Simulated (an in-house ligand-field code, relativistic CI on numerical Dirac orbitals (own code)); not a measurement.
# d6 to d9 in a ligand field: terms by electron count

Which terms of d6 to d9 lie lowest for given Racah parameters and ligand field?

Program: an in-house ligand-field code version 1. Level of theory: parametric ligand-field model of a d^n configuration (Racah B and C, spin-orbit zeta, crystal field), exact diagonalisation. These are calculated values, not measurements, unless marked.

### 1 What is computed

```
shell        : d6 to d9
set 1 (cm⁻¹) : d6: B = 440, C = 1830, Oh, 10Dq = 34300
set 2 (cm⁻¹) : d7: B = 440, C = 1830, Oh, 10Dq = 34300
set 3 (cm⁻¹) : d8: B = 440, C = 1830, Oh, 10Dq = 34300
set 4 (cm⁻¹) : d9: B = 440, C = 1830, Oh, 10Dq = 34300
```

### 2 Set 1

Input settings:

```ini
n = 6
racah_B = 440  # cm-1
racah_C = 1830  # cm-1
zeta = 0  # cm-1
symmetry = Oh
field = {"10Dq": 34300}  # cm-1
```

Command:

```
python run_levels.py task.json out
```

One command runs all members of the session, one after another, from task.json.

### 3 Set 2

Settings: those of step 2 with these lines changed.

```diff
@@ -1,2 +1,2 @@
-n = 6
+n = 7
 racah_B = 440  # cm-1
```

### 4 Set 3

Settings: those of step 3 with these lines changed.

```diff
@@ -1,2 +1,2 @@
-n = 7
+n = 8
 racah_B = 440  # cm-1
```

### 5 Set 4

Settings: those of step 4 with these lines changed.

```diff
@@ -1,2 +1,2 @@
-n = 8
+n = 9
 racah_B = 440  # cm-1
```

(Steps that only read results are left out.)

What does the calculation give? Wanted: lowest terms; sets at their largest spin, of those that allow S over 1.

**Answer**, as computed:

| set | 10Dq/B (size) | lowest | S | electrons in z² and x²-y² | first level of the same spin (cm⁻¹) |
| --- | --- | --- | --- | --- | --- |
| 1: Oh, d6 | 78.0 | 1A1 | 0.00 | 0.01 | 1T1 32838 |
| 2: Oh, d7 | 78.0 | 2E | 0.50 | 1.01 | 2T1 32745 |
| 3: Oh, d8 | 78.0 | 3A2 | 1.00 | 2.00 | 3T2 34300 |
| 4: Oh, d9 | 78.0 | 2E | 0.50 | 3.00 | 2T2 34300 |

```
                                                quantity                         value
                                            lowest terms  1: 1A1, 2: 2E, 3: 3A2, 4: 2E
sets at their largest spin, of those that allow S over 1                          none
```

What this shows: 2 of 4 sets have the highest spin that their shell allows. B, C and the field are free parameters here, not those of a compound.
